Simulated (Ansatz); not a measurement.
# F3H3InP: basis-set convergence

Aim: see how fast density functionals converge with the basis set for F3H3InP.

Computed with Ansatz 0.2.0, Gaussian basis. Level: one geometry, several basis sets.

Levels to be run: PBE0-D4/def2-SVP; ωB97M-V/def2-SVP; PBE0-D4/def2-QZVPP; ωB97M-V/def2-QZVPP; the functionals' def2-TZVPP values are taken from earlier runs.

## 1. The geometry

All runs share one geometry, relaxed beforehand with PBE0-D4 in a triple-zeta def2 set. In takes the def2 core potential; no spin-orbit term is included.

SMILES `[F][In-]([F])([F])[PH3+]`, 8 atoms, charge 0, spin multiplicity 1.

Atoms are counted from 1 here; the program's logs count them from 0.

Bond lengths: F1–In2 1.945 Å, In2–F3 1.945 Å, In2–F4 1.945 Å, In2–P5 2.685 Å, P5–H6 1.407 Å, P5–H7 1.407 Å, P5–H8 1.407 Å. Angles: F1–In2–F3 117.8°, F1–In2–F4 117.8°, F1–In2–P5 98.9°, F3–In2–F4 117.7°, F3–In2–P5 98.5°, F4–In2–P5 98.8°, In2–P5–H6 117.5°, In2–P5–H7 117.5°, In2–P5–H8 117.3°, H6–P5–H7 100.5°, H6–P5–H8 100.5°, H7–P5–H8 100.5°.

## 2. PBE0-D4 in def2-SVP

in.yaml reads:

```yaml
crystal:
  periodic: [false, false, false]
  atoms:
    - {symbol: F, position_ang: [-0.413560, -2.238990, 1.290365]}
    - {symbol: In, position_ang: [0.655322, -1.333378, -0.058669]}
    - {symbol: F, position_ang: [2.460187, -0.794506, 0.426712]}
    - {symbol: F, position_ang: [0.309266, -1.758231, -1.924834]}
    - {symbol: P, position_ang: [-0.518423, 1.079690, 0.035615]}
    - {symbol: H, position_ang: [-1.575277, 1.253579, 0.947476]}
    - {symbol: H, position_ang: [-1.118016, 1.556155, -1.144267]}
    - {symbol: H, position_ang: [0.292599, 2.178679, 0.371902]}
basis:
  gaussian: {orbitals: def2-SVP}
hamiltonian: {xc: pbe0, dispersion: d4}
output: {orbitals: {seedname: orbitals}}
```

The run is started by

```console
$ ansatz run in.yaml --threads 4 --pin off --events-out ev --progress --plain --max-ram 10444MiB
```

The runs that follow: ωB97M-V in def2-SVP; PBE0-D4 in def2-QZVPP; ωB97M-V in def2-QZVPP.

Q: Predict the results of all the runs planned. Wanted: PBE0-D4: double and triple zeta above quadruple; ωB97M-V: double and triple zeta above quadruple.

The runs gave:

| quantity | value |
| --- | --- |
| PBE0-D4: double and triple zeta above quadruple | 14.96, 0.85 eV |
| ωB97M-V: double and triple zeta above quadruple | 15.18, 0.81 eV |

In words: PBE0-D4 gains 14.11 eV from double to triple zeta, then 0.85 eV more. These are total energies; as a rule much of such shifts cancels in differences, which this series doesn't test.
